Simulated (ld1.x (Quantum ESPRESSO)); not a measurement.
**A TM potential for indium, from input to tests**

Aim: build the potential from the settings below, then test how well it stands in for the atom: other configurations, scattering, ghost states and the plane-wave cutoff that it needs.

Method: ld1.x (Quantum ESPRESSO) 7.5, PBE, scalar-relativistic.

## 1. The atom and the settings

The settings as typed:

* element: indium (In, Z = 49)
* type: norm-conserving Troullier–Martins (Kleinman–Bylander form)
* frozen core: [Kr] 4d10
* valence charge: 3
* reference configuration: 5s2 5p1
* partial waves: 5s (bound): rc 2.05 bohr; 5p (bound): rc 2.20 bohr; 5d channel at 0.35 Ry: rc 2.25 bohr
* local potential: all-electron potential smoothed inside 1.60 bohr (lloc = -1)
* core correction: not asked for

The nodes and maxima of the atom's own shells, from an earlier all-electron run, set the scale for the radii.

All-electron outer shells of the reference configuration (PBE, scalar-relativistic, ld1.x):

```tsv
shell	level (eV)	outermost node (bohr)	outermost maximum (bohr)
4p	-78.13	0.42	0.82
4d	-18.62	0.40	0.94
5s	-8.21	1.02	2.16
5p	-2.52	1.14	2.85
```

## 2. Generation

In.in

```
 &input
   title='In', zed=49., rel=1, dft='PBE', iswitch=3,
   config='[Kr] 4d10 5s2 5p1 5d-2',
   nld=3, rlderiv=2.45, eminld=-3.0, emaxld=5.0, deld=0.02
 /
 &inputp
   pseudotype=2, tm=.true., lloc=-1, rcloc=1.60,
   nlcc=.false.,
   file_pseudopw='In.UPF', file_wfcaegen='ae.wfc', file_wfcncgen='nc.wfc', file_beta='beta', file_chi='chi'
 /
3
5S  1  0   2.00   0.00  2.05  2.05  0.0
5P  2  1   1.00   0.00  2.20  2.20  0.0
5D  3  2  -2.00   0.35  2.25  2.25  0.0
 &test
   configts(1)='5s2 5p1'
 /
```

Run with:

```bash
ld1.x < In.in > In.out
```

The output, In.out (without the banner and most projector matrices):

```text
     Program LD1 v.7.5
     --------------------------- All-electron run ----------------------------

     In
     scalar relativistic calculation

     atomic number is 49.00
     dft =PBE   lsd =0 sic =0 latt =0  beta=0.20 tr2=1.0E-14
     Exchange-correlation= PBE
                           (   1   4   3   4   0   0   0)
     mesh =1241 r(mesh) = 100.30140 a.u. xmin = -7.00 dx = 0.01250
     1 Ry =  13.60569312 eV, c = 137.03599908

     n l     nl                  e(Ry)          e(Ha)          e(eV)
     1 0     1S 1( 2.00)     -2039.9100     -1019.9550    -27754.3892
     2 0     2S 1( 2.00)      -305.4337      -152.7169     -4155.6374
     2 1     2P 1( 6.00)      -274.1375      -137.0687     -3729.8300
     3 0     3S 1( 2.00)       -57.9587       -28.9793      -788.5681
     3 1     3P 1( 6.00)       -47.7106       -23.8553      -649.1352
     4 0     4S 1( 2.00)        -8.7948        -4.3974      -119.6592
     4 1     4P 1( 6.00)        -5.7424        -2.8712       -78.1300
     3 2     3D 1(10.00)       -31.8038       -15.9019      -432.7123
     4 2     4D 1(10.00)        -1.3688        -0.6844       -18.6233
     5 0     5S 1( 2.00)        -0.6035        -0.3017        -8.2110
     5 1     5P 1( 1.00)        -0.1851        -0.0926        -2.5185

     final scf error:  6.5E-15 reached in  26 iterations

     Etot =  -11763.278081 Ry,   -5881.639040 Ha, -160047.551690 eV

     Ekin =   12261.098761 Ry,    6130.549381 Ha,  166820.747093 eV
     Encl =  -28443.021702 Ry,  -14221.510851 Ha, -386987.024767 eV
     Eh   =    4737.642377 Ry,    2368.821188 Ha,   64458.908302 eV
     Exc  =    -318.997517 Ry,    -159.498758 Ha,   -4340.182318 eV

     normalization and overlap integrals

     s(1S/1S) =  1.000000  <r> =   0.0297  <r2> =    0.0012  r(max) =   0.0192
     s(2S/2S) =  1.000000  <r> =   0.1285  <r2> =    0.0195  r(max) =   0.1090
     s(2P/2P) =  1.000000  <r> =   0.1122  <r2> =    0.0154  r(max) =   0.0870
     s(3S/3S) =  1.000000  <r> =   0.3486  <r2> =    0.1390  r(max) =   0.3153
     s(3P/3P) =  1.000000  <r> =   0.3471  <r2> =    0.1399  r(max) =   0.3075
     s(4S/4S) =  1.000000  <r> =   0.8480  <r2> =    0.8143  r(max) =   0.7658
     s(4P/4P) =  1.000000  <r> =   0.9218  <r2> =    0.9725  r(max) =   0.8152
     s(3D/3D) =  1.000000  <r> =   0.3243  <r2> =    0.1250  r(max) =   0.2581
     s(4D/4D) =  1.000000  <r> =   1.1828  <r2> =    1.6828  r(max) =   0.9354
     s(5S/5S) =  1.000000  <r> =   2.6097  <r2> =    7.8334  r(max) =   2.1612
     s(5P/5P) =  1.000000  <r> =   3.7447  <r2> =   16.6771  r(max) =   2.8453

     ------------------------ End of All-electron run ------------------------

     --------------------- Generating NC pseudopotential ---------------------

      Generating local potential from pseudized AE potential:
      Matching radius rcloc =   1.6000

      Local pseudo, rcloc= 1.581 Estimated cut-off energy=    10.06 Ry

      Wfc   5S  rcut= 2.030  Using Troullier-Martins method

      Wfc   5P  rcut= 2.188  Using Troullier-Martins method

      Wfc   5D  rcut= 2.244  Using Troullier-Martins method

     ------------------- End of pseudopotential generation -------------------

     [... the all-electron block is printed once more ...]


     Computing logarithmic derivative in   2.46440
     Computing logarithmic derivative in   2.46440
     Computing the partial wave expansion
     R is outside the sphere for l=    0 j= 0.00
     R is outside the sphere for l=    1 j= 0.00
     R is outside the sphere for l=    2 j= 0.00

     ---------------------- Testing the pseudopotential ----------------------

     In
     scalar relativistic calculation

     atomic number is 49.00   valence charge is  3.00
     dft =PBE   lsd =0 sic =0 latt =0  beta=0.20 tr2=1.0E-14
     mesh =1241 r(mesh) = 100.30140 xmin = -7.00 dx = 0.01250

     n l     nl             e AE (Ry)        e PS (Ry)    De AE-PS (Ry)
     1 0     5S   1( 2.00)       -0.60349       -0.60350        0.00000
     2 1     5P   1( 1.00)       -0.18511       -0.18511       -0.00000

     eps = 3.7E-15  iter =  6

     Etot =  -11763.278081 Ry,   -5881.639040 Ha, -160047.551690 eV
     Etotps =    -3.805132 Ry,      -1.902566 Ha,     -51.771453 eV

     Ekin =       1.240714 Ry,       0.620357 Ha,      16.880772 eV
     Encl =      -8.074379 Ry,      -4.037189 Ha,    -109.857522 eV
     Ehrt =       2.746898 Ry,       1.373449 Ha,      37.373455 eV
     Ecxc =      -1.159189 Ry,      -0.579595 Ha,     -15.771572 eV
     Epseu=       1.440824 Ry,       0.720412 Ha,      19.603414 eV

     ---------------------- End of pseudopotential test ----------------------
```

Wall time 1.3 s (1 thread of Neoverse-V2, shared host). (Generation and the later configuration tests together.)

Partial waves on a coarse radial grid (AE all-electron, PS pseudo):

| r (bohr) | 5p AE | 5p PS |
| --- | --- | --- |
| 0.113 | -0.0361 | 0.0017 |
| 0.225 | 0.1295 | 0.0069 |
| 0.338 | 0.0830 | 0.0155 |
| 0.450 | -0.0546 | 0.0273 |
| 0.563 | -0.1671 | 0.0424 |
| 0.675 | -0.2165 | 0.0604 |
| 0.788 | -0.2084 | 0.0815 |
| 0.900 | -0.1607 | 0.1053 |
| 1.013 | -0.0900 | 0.1322 |
| 1.125 | -0.0105 | 0.1617 |
| 1.238 | 0.0707 | 0.1943 |
| 1.350 | 0.1474 | 0.2295 |
| 1.463 | 0.2182 | 0.2674 |
| 1.575 | 0.2808 | 0.3069 |
| 1.688 | 0.3359 | 0.3475 |
| 1.800 | 0.3829 | 0.3869 |
| 1.913 | 0.4230 | 0.4239 |
| 2.025 | 0.4561 | 0.4562 |
| 2.138 | 0.4834 | 0.4834 |
| 2.250 | 0.5050 | 0.5050 |
| 2.363 | 0.5219 | 0.5219 |
| 2.475 | 0.5344 | 0.5344 |
| 2.588 | 0.5431 | 0.5431 |
| 2.700 | 0.5484 | 0.5484 |
| 2.813 | 0.5508 | 0.5508 |
| 2.925 | 0.5506 | 0.5506 |

## 3. Testing the new file in other configurations

In.test.in

```
 &input
   title='In', zed=49., rel=1, dft='PBE', iswitch=2,
   config='[Kr] 4d10 5s2 5p1 5d-2'
 /
 &test
   file_pseudo='In.UPF', nconf=8,
   configts(1)='5s2 5p1',
   configts(2)='5s2 5p0',
   configts(3)='5s1 5p0',
   configts(4)='5s2 5p0.5',
   configts(5)='5s2 5p1.3',
   configts(6)='5s1 5p1',
   configts(7)='5s0 5p3',
   configts(8)='5s1 5p2'
 /
```

Run with:

```bash
ld1.x < In.test.in > In.test.out
```

In.test.out, the pseudopotential blocks:

```text
     ---------------------- Testing the pseudopotential ----------------------

     In
     scalar relativistic calculation

     atomic number is 49.00   valence charge is  3.00
     dft =PBE   lsd =0 sic =0 latt =0  beta=0.20 tr2=1.0E-14
     mesh =1241 r(mesh) = 100.30140 xmin = -7.00 dx = 0.01250

     n l     nl             e AE (Ry)        e PS (Ry)    De AE-PS (Ry)
     1 0     5S   1( 2.00)       -0.60349       -0.60350        0.00000
     2 1     5P   1( 1.00)       -0.18511       -0.18511       -0.00000

     eps = 9.1E-15  iter =  4

     Etot =  -11763.278081 Ry,   -5881.639040 Ha, -160047.551690 eV
     Etotps =    -3.805132 Ry,      -1.902566 Ha,     -51.771454 eV

     Ekin =       1.240714 Ry,       0.620357 Ha,      16.880771 eV
     Encl =      -8.074379 Ry,      -4.037189 Ha,    -109.857522 eV
     Ehrt =       2.746898 Ry,       1.373449 Ha,      37.373454 eV
     Ecxc =      -1.159189 Ry,      -0.579595 Ha,     -15.771572 eV
     Epseu=       1.440824 Ry,       0.720412 Ha,      19.603414 eV

     ---------------------- End of pseudopotential test ----------------------

     ---------------------- Testing the pseudopotential ----------------------

     In
     [...]
     n l     nl             e AE (Ry)        e PS (Ry)    De AE-PS (Ry)
     1 0     5S   1( 2.00)       -1.09694       -1.09617       -0.00077
     2 1     5P   1( 0.00)       -0.61969       -0.61577       -0.00392

     eps = 7.4E-16  iter = 14

     Etot =  -11762.883901 Ry,   -5881.441951 Ha, -160042.188603 eV
     Etotps =    -3.412424 Ry,      -1.706212 Ha,     -46.428396 eV
     dEtot_ae =       0.394180 Ry
     dEtot_ps =       0.392707 Ry,   Delta E=       0.001472 Ry

     [...]
     ---------------------- End of pseudopotential test ----------------------

     ---------------------- Testing the pseudopotential ----------------------

     In
     [...]
     n l     nl             e AE (Ry)        e PS (Ry)    De AE-PS (Ry)
     1 0     5S   1( 1.00)       -1.73982       -1.72149       -0.01833  !
     2 1     5P   1( 0.00)       -1.19185       -1.17881       -0.01304  !

     eps = 6.6E-15  iter = 37

     Etot =  -11761.470178 Ry,   -5880.735089 Ha, -160022.953921 eV
     Etotps =    -2.004747 Ry,      -1.002373 Ha,     -27.275966 eV
     dEtot_ae =       1.807903 Ry
     dEtot_ps =       1.800385 Ry,   Delta E=       0.007517 Ry

     [...]
     ---------------------- End of pseudopotential test ----------------------

     ---------------------- Testing the pseudopotential ----------------------

     In
     [...]
     n l     nl             e AE (Ry)        e PS (Ry)    De AE-PS (Ry)
     1 0     5S   1( 2.00)       -0.83741       -0.83726       -0.00015
     2 1     5P   1( 0.50)       -0.39025       -0.38886       -0.00138

     eps = 6.1E-15  iter = 26

     Etot =  -11763.135469 Ry,   -5881.567734 Ha, -160045.611355 eV
     Etotps =    -3.662788 Ry,      -1.831394 Ha,     -49.834773 eV
     dEtot_ae =       0.142612 Ry
     dEtot_ps =       0.142343 Ry,   Delta E=       0.000269 Ry

     [...]
     ---------------------- End of pseudopotential test ----------------------

     ---------------------- Testing the pseudopotential ----------------------

     In
     [...]
     n l     nl             e AE (Ry)        e PS (Ry)    De AE-PS (Ry)
     1 0     5S   1( 2.00)       -0.48053       -0.48049       -0.00004
     2 1     5P   1( 1.30)       -0.07809       -0.07848        0.00040

     eps = 3.6E-15  iter = 24

     Etot =  -11763.317192 Ry,   -5881.658596 Ha, -160048.083822 eV
     Etotps =    -3.844311 Ry,      -1.922156 Ha,     -52.304521 eV
     dEtot_ae =      -0.039111 Ry
     dEtot_ps =      -0.039180 Ry,   Delta E=       0.000069 Ry

     [...]
     ---------------------- End of pseudopotential test ----------------------

     ---------------------- Testing the pseudopotential ----------------------

     In
     [...]
     n l     nl             e AE (Ry)        e PS (Ry)    De AE-PS (Ry)
     1 0     5S   1( 1.00)       -1.16920       -1.16265       -0.00655  !
     2 1     5P   1( 1.00)       -0.67724       -0.67561       -0.00163

     eps = 8.4E-15  iter = 62

     Etot =  -11762.399329 Ry,   -5881.199664 Ha, -160035.595654 eV
     Etotps =    -2.928137 Ry,      -1.464069 Ha,     -39.839338 eV
     dEtot_ae =       0.878752 Ry
     dEtot_ps =       0.876994 Ry,   Delta E=       0.001758 Ry

     [...]
     ---------------------- End of pseudopotential test ----------------------

     ---------------------- Testing the pseudopotential ----------------------

     In
     [...]
     n l     nl             e AE (Ry)        e PS (Ry)    De AE-PS (Ry)
     1 0     5S   1( 0.00)       -0.73951       -0.72070       -0.01880  !
     2 1     5P   1( 3.00)       -0.28182       -0.27869       -0.00313

     eps = 8.7E-15  iter = 50

     Etot =  -11762.399986 Ry,   -5881.199993 Ha, -160035.604596 eV
     Etotps =    -2.937486 Ry,      -1.468743 Ha,     -39.966537 eV
     dEtot_ae =       0.878095 Ry
     dEtot_ps =       0.867645 Ry,   Delta E=       0.010450 Ry

     [...]
     ---------------------- End of pseudopotential test ----------------------

     ---------------------- Testing the pseudopotential ----------------------

     In
     [...]
     n l     nl             e AE (Ry)        e PS (Ry)    De AE-PS (Ry)
     1 0     5S   1( 1.00)       -0.67620       -0.67290       -0.00329
     2 1     5P   1( 2.00)       -0.23658       -0.23737        0.00079

     eps = 8.5E-15  iter = 27

     Etot =  -11762.848787 Ry,   -5881.424393 Ha, -160041.710847 eV
     Etotps =    -3.377580 Ry,      -1.688790 Ha,     -45.954311 eV
     dEtot_ae =       0.429294 Ry
     dEtot_ps =       0.427552 Ry,   Delta E=       0.001742 Ry

     [...]
     ---------------------- End of pseudopotential test ----------------------
```

The tests as a table, with energies relative to 5s2 5p1.

| valence configuration | charge | ΔE all-electron (eV) | error AE − PS (meV) |
| --- | --- | --- | --- |
| 5s2 5p0 | +1 | 5.363 | +20 |
| 5s1 5p0 | +2 | 24.598 | +102 |
| 5s2 5p0.5 | +0.5 | 1.940 | +3.7 |
| 5s2 5p1.3 | -0.3 | -0.532 | +0.9 |
| 5s1 5p1 | +1 | 11.956 | +24 |
| 5s0 5p3 | 0 | 11.947 | +142 |
| 5s1 5p2 | 0 | 5.841 | +24 |

## 4. Scattering by logarithmic derivatives

Taken from the files of the generation run. The phase is arctan(r·u′/u) with u = r·R, unwrapped, with energies in Ry. A pole is an energy at which the radial function vanishes at the test radius. The pseudo phase is shifted by a multiple of π to meet the all-electron one at the reference energy. Levels narrower than the energy grid can be missing from the poles. The last column is the largest difference on the grid between −1 and +1 Ry.

```tsv
channel	radius (bohr)	reference (Ry)	poles AE	poles PS	window around the reference with phases within 0.05 rad (Ry)	largest difference near zero (rad)
s	2.46	-0.60	1.51	1.45	below 3.5	0.004
p	2.46	-0.19	2.89	0.65, 3.37	below 0.2	2.633
d	2.46	0.35	-1.21	1.37	-0.5 to 0.7	0.122
```

Phases (rad) along the scan:

| E (Ry) | p AE | p PS | d AE | d PS |
| --- | --- | --- | --- | --- |
| -3.00 | 1.308 | 1.302 | 1.323 | -1.768 |
| -2.52 | 1.278 | 1.271 | 1.288 | -1.778 |
| -2.04 | 1.235 | 1.228 | 1.213 | -1.792 |
| -1.56 | 1.171 | 1.163 | 0.609 | -1.807 |
| -1.08 | 1.065 | 1.057 | -1.663 | -1.827 |
| -0.60 | 0.854 | 0.849 | -1.797 | -1.854 |
| -0.12 | 0.340 | 0.339 | -1.875 | -1.893 |
| 0.36 | -0.577 | -0.683 | -1.964 | -1.964 |
| 0.84 | -1.108 | -3.741 | -2.101 | -2.223 |
| 1.32 | -1.327 | -4.361 | -2.370 | -4.640 |
| 1.80 | -1.440 | -4.518 | -2.986 | -4.941 |
| 2.28 | -1.509 | -4.603 | -3.819 | -5.051 |
| 2.76 | -1.559 | -4.659 | -4.249 | -5.156 |
| 3.24 | -1.599 | -4.702 | -4.442 | -5.295 |
| 3.72 | -1.635 | -4.738 | -4.546 | -5.514 |
| 4.20 | -1.670 | -4.770 | -4.612 | -5.888 |
| 4.68 | -1.708 | -4.803 | -4.660 | -6.437 |

## 5. Cutoff and ghost test in a Bessel basis

A separate test, outside the generator: the pseudo-atom's Hamiltonian at the reference potential is diagonalised in spherical Bessel functions j_l(qr) that vanish at 20 bohr, with q² up to the cutoff.

All-electron valence levels (Ry): 5s -0.6035, 5p -0.1851. The lowest levels of each channel (Ry) by cutoff; the last column sums, over occupied levels, occupation times the distance from the level at 400 Ry. A positive value at high cutoff is not a bound level.

| cutoff (Ry) | s #1 | s #2 | p #1 | d #1 | f #1 | Σ f·Δε (mRy) |
| --- | --- | --- | --- | --- | --- | --- |
| 8 | -0.5959 | -0.2748 | -0.1834 | -2.3167 | 0.0989 | 17.1 |
| 12 | -2.0829 | -0.5952 | -0.1848 | -2.7739 | 0.0989 | 17.1 |
| 18 | -3.8139 | -0.6008 | -0.1849 | -2.8735 | 0.0989 | 5.8 |
| 21 | -4.2107 | -0.6022 | -0.1850 | -3.1118 | 0.0989 | 2.9 |
| 30 | -4.6770 | -0.6034 | -0.1851 | -4.6856 | 0.0989 | 0.4 |
| 40 | -4.7897 | -0.6034 | -0.1851 | -8.2154 | 0.0989 | 0.2 |
| 400 | -4.8047 | -0.6035 | -0.1851 | -15.8073 | 0.0989 | 0.0 |

The sum stays within 10 mRy from 18 Ry and within 1 mRy from 30 Ry. The sum leaves out empty levels, which can need more. Ghost test: ghost states, bound below the all-electron valence or empty levels of the same l: d at -215.1 eV, s at -65.4 eV.

## 6. What came out

| quantity | value |
| --- | --- |
| cutoffs for 10 and 1 mRy, occupied levels | 18 Ry and 30 Ry |
| bound ghosts | d at -215.07 eV, s at -65.37 eV |
| largest test error (AE − PS) | +142 meV, for 5s0 5p3 |
| largest phase difference near zero energy, channels read | 2.633 rad |

In words: It has a bound ghost (d, s), a state that the atom doesn't have, and that rules the file out. By total energies transferability is poor: the largest error is 142 meV on 11.9 eV, for 5s0 5p3. It counts as soft on the atom at that tolerance, with 18 Ry needed at the looser tolerance. The slowest occupied level is 5s: taken alone it needs 25 Ry to come within 1 mRy, against 10 Ry for 5p. Of the channels read, p scatters worst near zero energy, by up to 2.63 rad. The pseudo curves have a pole with no partner nearby in the atom's: p at 0.65 Ry. At positive energy that is a spurious or a displaced resonance. All of this concerns the isolated atom, not yet a solid.
